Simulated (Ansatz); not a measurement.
# Si2N3H9: up Jacob's ladder to CCSD(T)

The task here is to estimate one member of a computed series from the others.

Method: functionals in def2-TZVPP, the program's frozen cores in correlated methods; program: Ansatz 0.2.0, Gaussian basis.

Plan: PBE-D4, r2SCAN-D4, PBE0-D4, B3LYP-D4, ωB97X-V, ωB97M-V, B2PLYP; CCSD(T)/def2-TZVPP; MP2/def2-QZVPP; extrapolation to the limit.

## The relaxed structure

An earlier PBE0-D4 in a triple-zeta def2 set relaxation fixed the geometry.

SMILES `N[SiH](N)N[SiH3]`, 14 atoms, charge 0, spin multiplicity 1.

Atoms are counted from 1 here; the program's logs count them from 0.

Bond lengths: N1–Si2 1.714 Å, N1–H6 1.007 Å, N1–H7 1.007 Å, Si2–N3 1.716 Å, Si2–N4 1.718 Å, Si2–H8 1.487 Å, N3–H9 1.007 Å, N3–H10 1.006 Å, N4–Si5 1.727 Å, N4–H11 1.008 Å, Si5–H12 1.487 Å, Si5–H13 1.489 Å, Si5–H14 1.489 Å. Angles: Si2–N1–H6 120.1°, Si2–N1–H7 121.3°, H6–N1–H7 111.4°, N1–Si2–N3 122.9°, N1–Si2–N4 105.7°, N1–Si2–H8 104.5°, N3–Si2–N4 103.2°, N3–Si2–H8 103.9°, N4–Si2–H8 117.6°, Si2–N3–H9 122.4°, Si2–N3–H10 120.5°, H9–N3–H10 111.6°, Si2–N4–Si5 125.7°, Si2–N4–H11 117.0°, Si5–N4–H11 116.6°, N4–Si5–H12 112.9°, N4–Si5–H13 112.4°, N4–Si5–H14 107.1° and more.

The first run:

Input file in.yaml:

```yaml
crystal:
  periodic: [false, false, false]
  atoms:
    - {symbol: N, position_ang: [-1.372414, 1.859883, 0.442742]}
    - {symbol: Si, position_ang: [-0.376676, 0.497963, 0.744022]}
    - {symbol: N, position_ang: [1.334984, 0.592241, 0.816307]}
    - {symbol: N, position_ang: [-0.656373, -0.580145, -0.563406]}
    - {symbol: Si, position_ang: [0.434725, -1.799032, -1.116991]}
    - {symbol: H, position_ang: [-1.617928, 2.482752, 1.194815]}
    - {symbol: H, position_ang: [-1.344511, 2.343716, -0.440435]}
    - {symbol: H, position_ang: [-0.766955, 0.045746, 2.105927]}
    - {symbol: H, position_ang: [1.892068, 0.901874, 0.036373]}
    - {symbol: H, position_ang: [1.800857, 0.757235, 1.692701]}
    - {symbol: H, position_ang: [-1.586127, -0.595030, -0.953667]}
    - {symbol: H, position_ang: [0.907686, -2.690526, -0.025394]}
    - {symbol: H, position_ang: [1.636338, -1.226017, -1.783749]}
    - {symbol: H, position_ang: [-0.298672, -2.619860, -2.120341]}
basis:
  gaussian: {orbitals: def2-TZVPP}
hamiltonian: {xc: pbe, dispersion: d4}
output: {forces: true, orbitals: {seedname: orbitals}}
```

Launch:

```bash
$ ansatz run in.yaml --threads 4 --pin off --events-out ev --progress --plain --max-ram 10444MiB
```

Steps of the session up to this table: PBE-D4 (GGA); r2SCAN-D4 (meta-GGA); PBE0-D4 (hybrid); B3LYP-D4 (hybrid); ωB97X-V (range-separated); ωB97M-V (range-separated); B2PLYP (double hybrid); CCSD(T) in def2-TZVPP; MP2 in def2-QZVPP.

One of the session's tables, all rows but one given; the rest of the session is left out.

It belongs to the step «Atomisation energies». 

| method | atomisation energy (eV) |
| --- | --- |
| PBE-D4 | 49.728 |
| r2SCAN-D4 | 49.113 |
| PBE0-D4 | 49.010 |
| B3LYP-D4 | 49.718 |
| ωB97X-V | ? |
| ωB97M-V | 49.776 |
| B2PLYP | 48.944 |
| HF/def2-TZVPP | 34.714 |
| MP2/def2-TZVPP | 48.226 |
| CCSD/def2-TZVPP | 47.307 |
| CCSD(T)/def2-TZVPP | 47.937 |
| MP2/CBS | 49.884 |
| CCSD(T)/CBS | 49.595 |

**Question.** Estimate the row for ωB97X-V.

The run gave: atomisation energy (eV): 49.872. In the column «atomisation energy (eV)» it lies between ωB97M-V (49.776) and MP2/CBS (49.884).

Caveats from the session: Free atoms (3 N, 2 Si, 9 H) were run apart at each level; the atomisation energy is their sum less the molecule, without zero-point or spin-orbit terms.
